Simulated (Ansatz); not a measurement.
# HfSiH2 (singlet): wave-function methods side by side at a displaced geometry (v1), def2-SVP

An exercise on one series of results from a longer session: the logs are not shown, and one member is left open.

Computed with Ansatz 0.2.0, Gaussian basis. Level: def2-SVP, core rule «outside noble gas», up to 9 orbitals frozen.

The runs, in order: UHF; CCSD(T) on RHF; CCSD(T) on UHF; CISD; CCSDT(Q) on RHF; CCSDT(Q) on UHF; CASSCF and MRCISD+Q, 8 electrons in 8 orbitals; CASSCF and NEVPT2, 8 electrons in 8 orbitals.

17 further runs of the same task are left out: 6 that didn't finish, 11 set aside as unsound or not needed. Runs told in other sessions of the task aren't counted.

## The system

The geometry is a PBE0/def2-TZVP stationary point (not a proven minimum) with its atoms shifted at random (size 0.040 Å). No spin-orbit coupling is included. Elements past krypton take def2 core potentials.

4 atoms, charge 0, spin multiplicity 1.

Atoms are counted from 1 here; the program's logs count them from 0.

Bond lengths: Hf1–Si2 2.468 Å, Si2–H3 1.572 Å, Si2–H4 1.509 Å. Angles: Hf1–Si2–H3 125.3°, Hf1–Si2–H4 126.3°, H3–Si2–H4 108.4°.

The first run:

The input, in.yaml:

```yaml
crystal:
  periodic: [false, false, false]
  atoms:
    - {symbol: Hf, position_ang: [0.000153, 0.002060, 0.364824]}
    - {symbol: Si, position_ang: [-0.000680, -0.014083, -2.102932]}
    - {symbol: H, position_ang: [0.047284, 1.262430, -3.018846]}
    - {symbol: H, position_ang: [-0.055493, -1.234790, -2.989044]}
basis:
  gaussian: {orbitals: def2-SVP}
magnetization: {spin_polarized: true, initial_magnetization: 0}
hamiltonian: {xc: hf}
output: {orbitals: {seedname: orbitals}}
```

Command:

```bash
ansatz run in.yaml --threads 1 --pin off --events-out ev --progress --plain --max-ram 2393MiB
```

Among the steps run: UHF; CCSD(T) on RHF; CCSD(T) on UHF; CISD; CCSDT(Q) on RHF; CCSDT(Q) on UHF; CASSCF and MRCISD+Q, 8 electrons in 8 orbitals; CASSCF and NEVPT2, 8 electrons in 8 orbitals.

One of the session's tables, all rows but one given; the rest of the session is left out.

| method | from RCCSDT(Q) (meV) |
| --- | --- |
| RHF | +6120.3 |
| UHF | +5580.6 |
| RMP2 | +1325.7 |
| CISD | ? |
| RCCSD | +428.3 |
| RCCSD(T) | +87.9 |
| RCCSDT | +33.0 |
| RCCSDT(Q) | 0 |
| CASSCF frontier | +4064.3 |
| NEVPT2 frontier | +1287.4 |
| MRCISD frontier | +488.3 |
| MRCISD+Q frontier | +103.0 |

Q: Estimate the row for CISD from the others.

**Answer.** from RCCSDT(Q) (meV): +1051.7. In the column «from RCCSDT(Q) (meV)» it lies between MRCISD frontier (+488.3) and NEVPT2 frontier (+1287.4).

Not comparable, so not listed: CCSD(T) on UHF; CCSDT(Q) on UHF (they don't share determinant, frozen orbitals or solution with the rows shown, or repeat one).

Limits of these values: The determinant of HF (⟨S²⟩ 1.48) is far from a pure spin state, so its energy mixes those of several spin states; that is harmless only where they are near-degenerate. Warnings: restricted reference is unstable; spin contamination; large T1 diagnostic.
